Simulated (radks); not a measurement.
# Mg²⁺ with its nuclear charge varied continuously

Aim: the energy of 10 electrons in [Ne] as the nuclear charge moves through non-integer values, and a test of dE/dZ = E(electron-nucleus)/Z.

Program: radks (a radial shooting solver on a logarithmic mesh, Libxc functionals) version 1. Level of theory: Dirac Kohn-Sham, PBE, spin-unpolarised, spherical densities, point nucleus. These are calculated values, not measurements, unless marked.

## Step 1: What is computed

```
element       : magnesium (Z = 12)
charge        : +2
electrons     : 10
configuration : [Ne]
```

Outer shells as boxes (Hund's rule):

Mg²⁺
```
[He] core
2s [↑↓]
2p [↑↓][↑↓][↑↓]
```

## Step 2: Z = 12

The run's settings:

```text
Z 12
configuration [Ne]
relativity Dirac
functional pbe,pbe
spin unpolarised
j_filling average
nucleus point
c 137.035999084
```

## Step 3: Z = 11.5

Input: that of step 2 with these lines changed.

```diff
@@ -1,2 +1,2 @@
-Z 12
+Z 11.5
 configuration [Ne]
```

## Step 4: Z = 11.75

Input: that of step 3 with these lines changed.

```diff
@@ -1,2 +1,2 @@
-Z 11.5
+Z 11.75
 configuration [Ne]
```

## Step 5: Z = 12.25

Input: that of step 4 with these lines changed.

```diff
@@ -1,2 +1,2 @@
-Z 11.75
+Z 12.25
 configuration [Ne]
```

## Step 6: Z = 12.5

Input: that of step 5 with these lines changed.

```diff
@@ -1,2 +1,2 @@
-Z 12.25
+Z 12.5
 configuration [Ne]
```

## Step 7: Z = 12.75

Input: that of step 6 with these lines changed.

```diff
@@ -1,2 +1,2 @@
-Z 12.5
+Z 12.75
 configuration [Ne]
```

## Step 8: Z = 13

Input: that of step 7 with these lines changed.

```diff
@@ -1,2 +1,2 @@
-Z 12.75
+Z 13
 configuration [Ne]
```

What does the calculation give? Wanted: for each run, Z; E; E(electron-nucleus)/Z; highest level; its energy; <r>.

The runs gave:

```
    Z  E (hartree)  E(electron-nucleus)/Z (hartree)  highest level  its energy (eV)  <r> (bohr)
 11.5   -180.31035                         -37.2376          2p3/2          -50.555      0.7387
11.75   -189.74629                         -38.2499          2p3/2          -58.357      0.7105
   12   -199.43527                         -39.2620          2p3/2          -66.603      0.6845
12.25   -209.37728                         -40.2740          2p3/2          -75.290      0.6605
 12.5   -219.57229                         -41.2861          2p3/2          -84.416      0.6382
12.75   -230.02034                         -42.2983          2p3/2          -93.980      0.6175
   13   -240.72144                         -43.3106          2p3/2          -103.98      0.5981
```

In words: At Z = 12 the central difference of E is -39.262 hartree, against -39.262 from the Hellmann-Feynman theorem. The top level goes from -50.555 eV at Z = 11.5 to -103.98 eV at Z = 13.
